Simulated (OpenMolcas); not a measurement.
**Os⁶⁺ with 4 ligands (chloride): CASSCF and CASPT2 levels and susceptibility**

Which state of Os⁶⁺ lies lowest among these ligands, how large is the field, and what χT follows?

Method: state-averaged CASSCF and CASPT2, spin-orbit coupling by RASSI with atomic mean-field integrals. Code: OpenMolcas 26.06.

**1. Starting point**

- Species: Os⁶⁺ (osmium, Z = 76, 70 electrons)
- Basis: ANO-RCC-VDZP [7s6p4d2f1g], 140 functions with the ligands
- Scalar Hamiltonian: DKH2, point nucleus
- Inactive shells: 1s 2s 2p 3s 3p 3d 4s 4p 4d 4f 5s 5p of the metal, and all ligand shells
- Active space: 2 electrons in 5 orbitals (5d)
- Some configurations of this space: 5d²
- Orbitals: optimised for each spin and parity, averaged over all roots

Outer shells as boxes (Hund's rule):

5d2
```
5d [↑ ][↑ ][  ][  ][  ]
```

Os⁶⁺ is taken with 4 ligands (chloride) in tetrahedron coordination (Td) at 2.17 Å. Ligand basis ANO-RCC-VDZP. The distances are assumed, not relaxed.

```xyz
5

Os    0.0000    0.0000    0.0000
Cl    1.2529    1.2529    1.2529
Cl    1.2529   -1.2529   -1.2529
Cl   -1.2529    1.2529   -1.2529
Cl   -1.2529   -1.2529    1.2529
```

Each step is its own input file, run in one work folder so that later steps find the files of earlier ones. Labels, J, g values, rates, χT and fits are worked out afterwards by a script from the matrices that RASSI stores.

**2. Basis and integrals**

a.inp

```
&GATEWAY
Coord
5

Os 0.0 0.0 0.0
Cl 1.252850 1.252850 1.252850
Cl 1.252850 -1.252850 -1.252850
Cl -1.252850 1.252850 -1.252850
Cl -1.252850 -1.252850 1.252850
Basis=Os.ANO-RCC-VDZP,Cl.ANO-RCC-VDZP
Group=NoSym
NoMove
AngMom=0.0 0.0 0.0
AMFI
RICD
&SEWARD
```

Started as:

```console
> OMP_NUM_THREADS=1 MOLCAS_MEM=2457 MOLCAS_PROJECT=a pymolcas a.inp > a.log
```

**3. Reference wave functions, triplets, 10 roots**

a.inp

```
&RASSCF
FileOrb=start.orb
Symmetry=1
Spin=3
nActEl=2 0 0
Inactive=70
Ras2=5
CIRoot=10 10 1
SDav=10
CIMx=300
Iter=150 100
PrWF=0.3
OrbListing=Nothing
MaxOrb=0
LevShft=1.0
>>> COPY $Project.JobIph JOB001
```

start.orb holds start orbitals that the driver prepared beforehand, or those of the step before.

**4. CASSCF: singlets, 15 roots**

a.inp

```
&RASSCF
FileOrb=start.orb
Symmetry=1
Spin=1
nActEl=2 0 0
Inactive=70
Ras2=5
CIRoot=15 15 1
SDav=15
CIMx=300
Iter=150 100
PrWF=0.3
OrbListing=Nothing
MaxOrb=0
LevShft=1.0
>>> COPY $Project.JobIph JOB002
```

**5. State interaction with spin-orbit coupling**

a.inp

```
&RASSI
NrOfJobIphs=2 10 15
1 2 3 4 5 6 7 8 9 10
1 2 3 4 5 6 7 8 9 10 11 12 13 14 15
IphNames
JOB001
JOB002
EJob
SpinOrbit
DIPRint=1.0
SOCoupling=1000.0
Subsets=2
Property=9
'ANGMOM' 1 'ANGMOM' 2 'ANGMOM' 3 'MLTPL  1' 1 'MLTPL  1' 2 'MLTPL  1' 3
'AMFI' 1 'AMFI' 2 'AMFI' 3
SOProperty=3
'ANGMOM' 1 'ANGMOM' 2 'ANGMOM' 3
```

**6. CASPT2: IPEA 0.25, imaginary shift 0.1 (44 orbitals frozen, the lowest in energy)**

a.inp

```
>>> COPY JOB001 $Project.JobIph
&CASPT2
Multistate=10 1 2 3 4 5 6 7 8 9 10
NoMult
Frozen=44
IPEA=0.25
Imaginary=0.1
MaxIter=60
WThr=0.0 0.3 0.05
PrWF=0.5
NoMix
>>> COPY JOB002 $Project.JobIph
&CASPT2
Multistate=15 1 2 3 4 5 6 7 8 9 10 11 12 13 14 15
NoMult
Frozen=44
IPEA=0.25
Imaginary=0.1
MaxIter=60
WThr=0.0 0.3 0.05
PrWF=0.5
NoMix
```

**7. CASPT2: IPEA 0.25, real shift 0.3 (44 orbitals frozen, the lowest in energy)**

a.inp, as its differences from that of step 6:

```diff
@@ -6,3 +6,3 @@
 IPEA=0.25
-Imaginary=0.1
+Shift=0.3
 MaxIter=60
@@ -17,3 +17,3 @@
 IPEA=0.25
-Imaginary=0.1
+Shift=0.3
 MaxIter=60
```

(Steps that only read results are left out.)

**Question.** What will these runs give? Wanted: spin-free ground state; first state of the same spin within the active space; lowest level; next level.

As calculated:

| quantity | value |
| --- | --- |
| method | SS-CASPT2, IPEA 0.25, imaginary shift 0.1 (44 orbitals frozen, the lowest in energy) |
| spin-free ground state | 3A2, 1-fold in its orbital part |
| first state of the same spin within the active space | 3T2 at 10100 cm⁻¹ |
| lowest level | 3-fold |
| next level | 2566.9 cm⁻¹ |
| χT at 300 K | 0.55 cm³ K/mol |
| effective moment at 300 K | 2.10 μB |

Cost by method:

```csv
method,time of its own steps,time with the reference
A. CASSCF,67 s,67 s
"B. SS-CASPT2, IPEA 0.25, imaginary shift 0.1 (44 orbitals frozen, the lowest in energy)",3.1 min,4.2 min
"C. SS-CASPT2, IPEA 0.25, real shift 0.3 (44 orbitals frozen, the lowest in energy)",3.1 min,4.2 min
```

Times are of one thread on a shared host.

**Reading.** The spin-free ground state (3A2) is 1-fold and keeps the highest spin of the shell. χT at 300 K is 0.55, against 1.00 cm³ K/mol for the spin alone, so spin-orbit coupling lowers it. CASPT2 does not keep the components of a term degenerate, and the means are used. The frozen orbitals are chosen by energy, so an outer shell of the metal can be frozen while a deeper shell elsewhere is correlated. The bonds are covalent and no ligand orbital is active, so the numbers are rough.
